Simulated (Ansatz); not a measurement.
# ZnS: the cost of one run

Program: Ansatz 0.2.0. Level of theory: DFT PBE, scalar-relativistic, plane waves, PAW. These are calculated values, not measurements.

16 further runs of the same task are left out: 16 set aside as unsound or not needed.

## (1) The structure to begin with

The structure is hexagonal, space group P6_3mc (No. 186). The conventional cell has a = 3.846 Å, b = 3.846 Å, c = 6.304 Å, α = 90.00°, β = 90.00°, γ = 120.00°. Around Zn (site symmetry 3m) lie 4 S at 2.36 Å. Around S (site symmetry 3m) lie 4 Zn at 2.36 Å.

Coordinates:

```xyz
4
Lattice="3.8456 0.0000 0.0000 -1.9228 3.3304 0.0000 0.0000 0.0000 6.3037" Properties=species:S:1:pos:R:3 pbc="T T T"
Zn    0.0000    2.2202    0.0328
Zn    1.9228    1.1101    3.1846
S     0.0000    2.2202    2.3942
S     1.9228    1.1101    5.5460
```

This cell was relaxed beforehand with the same method: volume 20.18 Å³/atom, gap on the mesh 2.08 eV.

## (2) What is varied

Atoms count from 1 in the order of the input.

The energy is mapped over a free internal coordinate and the cell.

- shift of S3 along [0 0 1], its symmetry partners moved as symmetry demands (measured in the relaxed cell): 7 values from −0.250 to 0.250 Å
- c/a of the conventional cell at fixed volume: 7 values from 1.311 to 1.967

Nothing else is relaxed (all other coordinates fixed). Energies count from the relaxed crystal. Points are written as (first, second).

## (3) Grid point (0.250 Å, 1.311)

input.yaml

```yaml
crystal:
  lattice:
    - [4.1424790287, 0.0, 0.0]
    - [-2.0712395143, 3.5874920735, 0.0]
    - [0.0, 0.0, 5.4324469982]
  atoms:
    - { symbol: Zn, position: [0.3333333333, 0.6666666667, 0.0052003725] }
    - { symbol: Zn, position: [0.6666666667, 0.3333333333, 0.5052003725] }
    - { symbol: S, position: [0.3333333333, 0.6666666667, 0.41945872] }
    - { symbol: S, position: [0.6666666667, 0.3333333333, 0.91945872] }
basis:
  ecutwfc: 520.0
kpoints:
  mp_grid: { grid: [9, 9, 4] }
hamiltonian:
  xc: pbe
scf:
  occupations: { method: gaussian, width: 0.05 }
output:
  forces: true
  stress: true
  eigenvalues: true
```

Command:

```sh
$ ansatz run input.yaml --threads 1 --pin off --max-ram 2048MiB --backend cpu --events-out ev --progress --plain --runs-dir out
```

What time and memory should one allow on 1 thread of Arm Neoverse V2, shared host?

About 7.4 s, with a peak of 0.34 GiB.
